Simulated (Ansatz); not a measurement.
**TaN (Fm-3m): cell relaxations under several functionals, by script**

Wanted for TaN (Fm-3m): cell relaxations under several functionals.

Program: Ansatz 0.2.0 through its Python package. The levels of theory stand in the script. These are calculated values, not measurements.

### 1 The system

It takes space group Fm-3m (No. 225, cubic). The conventional cell has a = 4.358 Å, b = 4.358 Å, c = 4.358 Å, α = 90.00°, β = 90.00°, γ = 90.00°. Around Ta (site symmetry m-3m) lie 6 N at 2.18 Å. N (site symmetry m-3m) is surrounded by 6 Ta at 2.18 Å.

Input file POSCAR_tan:

```text
TaN
1.0
   0.00000000    2.17900000    2.17900000
   2.17900000    0.00000000    2.17900000
   2.17900000    2.17900000    0.00000000
Ta N
1 1
Direct
   0.50000000    0.50000000    0.50000000
   0.00000000    0.00000000    0.00000000
```

### 2 The code

lattice.py

```python
"""Relaxed cell of TaN under several functionals."""

import warnings

import ansatz
from ase.io import read
import numpy as np

def edges_and_angles(cell):
    cell = np.asarray(cell)
    a, b, c = np.linalg.norm(cell, axis=1)
    cosines = cell[1] @ cell[2] / (b * c), cell[0] @ cell[2] / (a * c), cell[0] @ cell[1] / (a * b)
    return (a, b, c, *np.degrees(np.arccos(cosines)))

warnings.simplefilter("ignore", ansatz.DeckWarning)

atoms = read("POSCAR_tan", format="vasp")
system = ansatz.Crystal.from_ase(atoms)

model = system.calculation()
model = model.kpoints(13, 13, 13).occupations("Gaussian", width=0.1)
model = model.relax(cell=True)

levels = [("revpbe", "d3bj"), ("pbe", "none"), ("r2scan", "rvv10")]
print("level            a       b       c    alpha   beta  gamma  V/atom  steps")
for name, dispersion in levels:
    seen = []
    run = model.functional(name, dispersion=dispersion).session().plan()
    outcome = run.execute(on_event=lambda e: seen.append(e) if e["event"] == "relax_step" else None)
    cell = outcome.lattice.cell_ang
    label = name if dispersion == "none" else f"{name}+{dispersion}"
    print("{:13s} {:7.4f} {:7.4f} {:7.4f} {:6.2f} {:6.2f} {:6.2f}".format(label, *edges_and_angles(cell)), f"{abs(np.linalg.det(cell)) / len(outcome.lattice.sites):7.3f} {len(seen):5d}")
```

### 3 The input behind the calls

The engine receives this input (first run):

```yaml
crystal:
  lattice:
    - [0.0, 2.179, 2.179]
    - [2.179, 0.0, 2.179]
    - [2.179, 2.179, 0.0]
  atoms:
    - { symbol: Ta, position: [0.5, 0.5, 0.5] }
    - { symbol: "N", position: [0.0, 0.0, 0.0] }
kpoints:
  mp_grid:
    grid: [13, 13, 13]
hamiltonian:
  xc: revpbe
  dispersion: d3bj
scf:
  occupations:
    method: gaussian
    width: 0.1
relax:
  cell: {}
```

### 4 Running it

The run is started by

```bash
python lattice.py
```

What it wrote:

```text
level            a       b       c    alpha   beta  gamma  V/atom  steps
revpbe+d3bj    3.0907  3.0907  3.0907  60.00  60.00  60.00  10.438     4
pbe            3.1231  3.1231  3.1231  60.00  60.00  60.00  10.770     7
r2scan+rvv10   3.1020  3.1020  3.1020  60.00  60.00  60.00  10.554     5
```

Wall time 46 s (1 thread of Arm Neoverse V1, shared host); peak memory 0.59 GiB.

### 5 What changed from run to run

The engine's inputs for the other runs:

Run 2, against run 1:

```diff
@@ -13,2 +13,2 @@
-  xc: revpbe
-  dispersion: d3bj
+  xc: pbe
+  dispersion: none
```

Run 3, against run 1:

```diff
@@ -13,2 +13,2 @@
-  xc: revpbe
-  dispersion: d3bj
+  xc: r2scan
+  dispersion: rvv10
```

### 6 What each run gave

From the records of these 3 runs:

```csv
run,functional,dispersion,energy (eV/atom),final volume (Å³/atom),pressure (GPa),SCF cycles in all,CPU time (s)
1,revpbe,d3bj,-5164.8009,10.44,0.03,26,7.4
2,pbe,none,-5158.9630,10.77,0.00,44,13
3,r2scan,rvv10,-5164.0773,10.55,0.00,28,22
```

Energies are free energies F = E - TS of the smeared occupations. Totals hang on method, basis and potentials, so only like runs compare.

### 7 How the relaxation of run 1 went

Relaxation path:

```
step  energy from step 1 (eV/cell)  largest force component (eV/Å)  pressure (GPa)  volume (Å³)
   1                        0.0000                          0.0000            3.23        20.69
   2                       -0.0008                          0.0000           -1.14        20.94
   3                       -0.0013                          0.0000           -0.02        20.88
   4                       -0.0019                          0.0000            0.03        20.88
```

Step 1 is the start. Step 4 repeats the geometry before it on a plane-wave basis chosen anew for that cell, so its energy need not be comparable with the rows above.

Lengths and angles in the start's conventional setting:

|  | before | after | change |
| --- | --- | --- | --- |
| a (Å) | 4.358 | 4.371 | +0.3 % |
| b (Å) | 4.358 | 4.371 | +0.3 % |
| c (Å) | 4.358 | 4.371 | +0.3 % |
| volume (Å³/atom) | 10.35 | 10.44 | +0.9 % |
| shortest distance (Å) | 2.179 | 2.185 | +0.3 % |
| space group (0.01 Å) | Fm-3m | Fm-3m | same |

The run keeps the 48 symmetry operations of the start, so it could not have lowered the symmetry.

### 8 The relaxation of run 3, step by step

Step by step:

```csv
step,E - E(step 1) (eV/cell),largest force component (eV/Å),pressure (GPa),volume (Å³)
1,0.0000,0.0000,7.44,20.69
2,-0.0077,0.0000,-2.74,21.27
3,-0.0092,0.0000,-0.09,21.11
4,-0.0092,0.0000,0.00,21.11
5,-0.0095,0.0000,0.00,21.11
```

Step 1 is the start. Step 5 repeats the geometry before it on a plane-wave basis chosen anew for that cell, so its energy need not be comparable with the rows above.

Lengths and angles in the start's conventional setting:

|  | before | after | change |
| --- | --- | --- | --- |
| a (Å) | 4.358 | 4.387 | +0.7 % |
| b (Å) | 4.358 | 4.387 | +0.7 % |
| c (Å) | 4.358 | 4.387 | +0.7 % |
| volume (Å³/atom) | 10.35 | 10.55 | +2.0 % |
| shortest distance (Å) | 2.179 | 2.193 | +0.7 % |
| space group (0.01 Å) | Fm-3m | Fm-3m | same |

Forces and stress were held to the start's 48 operations: a distortion of lower symmetry was not tested.

### 9 Summary of results

```
      quantity                                       value
 runs compared                                           3
relaxed volume  10.44 (revpbe d3bj) to 10.77 Å³/atom (pbe)
```

What this shows: From smallest to largest: revPBE+D3BJ (10.44 Å³ an atom, +0.9 % against the start), r2SCAN+RVV10 (10.55 Å³ an atom, +2.0 % against the start) and PBE (10.77 Å³ an atom, +4.1 % against the start). The spread is 3.2 % in volume. In run 1, over 2 moves the cell grew by 0.9 % in volume, and the space group stayed Fm-3m. In run 3, over 3 moves the cell grew by 2.0 % in volume, and the space group stayed Fm-3m. The run is spin-unpolarised. Forces vanish by symmetry, so the ions can't move, and the end may be a saddle. Edges and angles that the script prints are those of the cell as typed, here a primitive one. Spin-orbit coupling, which matters for elements this heavy, is left out.
